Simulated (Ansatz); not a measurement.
# GeH5S+ (SMILES [SH2+][GeH3]): a short trajectory

Aim: follow the atoms for 60 steps of 0.5 fs with a Langevin thermostat, with velocities drawn for 500 K.

Method: PBE0-D4/def2-SVP; program: Ansatz 0.2.0, Gaussian basis.

## Step 1: The starting structure

SMILES `[SH2+][GeH3]`, 7 atoms, charge 1, spin multiplicity 1.

Atoms are counted from 1 here; the program's logs count them from 0.

Bond lengths: S1–Ge2 2.374 Å, S1–H3 1.345 Å, S1–H4 1.345 Å, Ge2–H5 1.494 Å, Ge2–H6 1.499 Å, Ge2–H7 1.494 Å. Angles: Ge2–S1–H3 97.1°, Ge2–S1–H4 97.0°, H3–S1–H4 93.3°, S1–Ge2–H5 101.4°, S1–Ge2–H6 102.9°, S1–Ge2–H7 101.5°, H5–Ge2–H6 115.7°, H5–Ge2–H7 116.1°, H6–Ge2–H7 115.8°.

As a file:

```
atom     x (Å)     y (Å)     z (Å)
  S1  -0.23941  -1.38764  -0.40210
 Ge2   0.39527   0.87829  -0.09134
  H3  -0.03073  -1.79356   0.86330
  H4  -1.56000  -1.21641  -0.21096
  H5  -0.11312   1.50146  -1.35005
  H6  -0.33120   1.26093   1.16287
  H7   1.87918   0.75693   0.02828
```

## Step 2: The run

Contents of md/in.yaml:

```yaml
crystal:
  periodic: [false, false, false]
  atoms:
    - {symbol: S, position_ang: [-0.239410, -1.387640, -0.402100]}
    - {symbol: Ge, position_ang: [0.395270, 0.878290, -0.091340]}
    - {symbol: H, position_ang: [-0.030730, -1.793560, 0.863300]}
    - {symbol: H, position_ang: [-1.560000, -1.216410, -0.210960]}
    - {symbol: H, position_ang: [-0.113120, 1.501460, -1.350050]}
    - {symbol: H, position_ang: [-0.331200, 1.260930, 1.162870]}
    - {symbol: H, position_ang: [1.879180, 0.756930, 0.028280]}
basis:
  gaussian: {orbitals: def2-SVP}
total_charge: 1
hamiltonian: {xc: pbe0, dispersion: d4}
md: {n_steps: 60, timestep: 0.5, temperature: 500, ensemble: nvt_langevin, seed: 172, friction: 0.05, initial_velocities: maxwell_boltzmann}
```

Command:

```console
> ansatz run in.yaml --threads 2 --pin off --events-out ev --progress --plain --max-ram 3481MiB
```

Before running it: what results should come out? Wanted: temperature at the start; mean temperature, second half; lowest and highest potential energy, from the first frame; largest change of potential + kinetic.

The runs gave:

| quantity | value |
| --- | --- |
| length | 60 steps, 30.0 fs |
| temperature at the start | 429 K |
| mean temperature, second half | 388 K |
| lowest and highest potential energy, from the first frame | 0 and 297 meV |
| largest change of potential + kinetic | 279.1 meV |

**Reading.** The thermostat trades energy with the molecule, so the sum of potential and kinetic energy isn't conserved: it changes by +259 meV over the run. The mean temperature of the second half is still well below the 500 K set. With 7 atoms the instant temperature spans 274 to 517 K. The molecule keeps its bonds. Under Langevin the temperature counts 3N degrees of freedom, more than the drawn velocities fill, so it starts at 429 K, not 500 K.
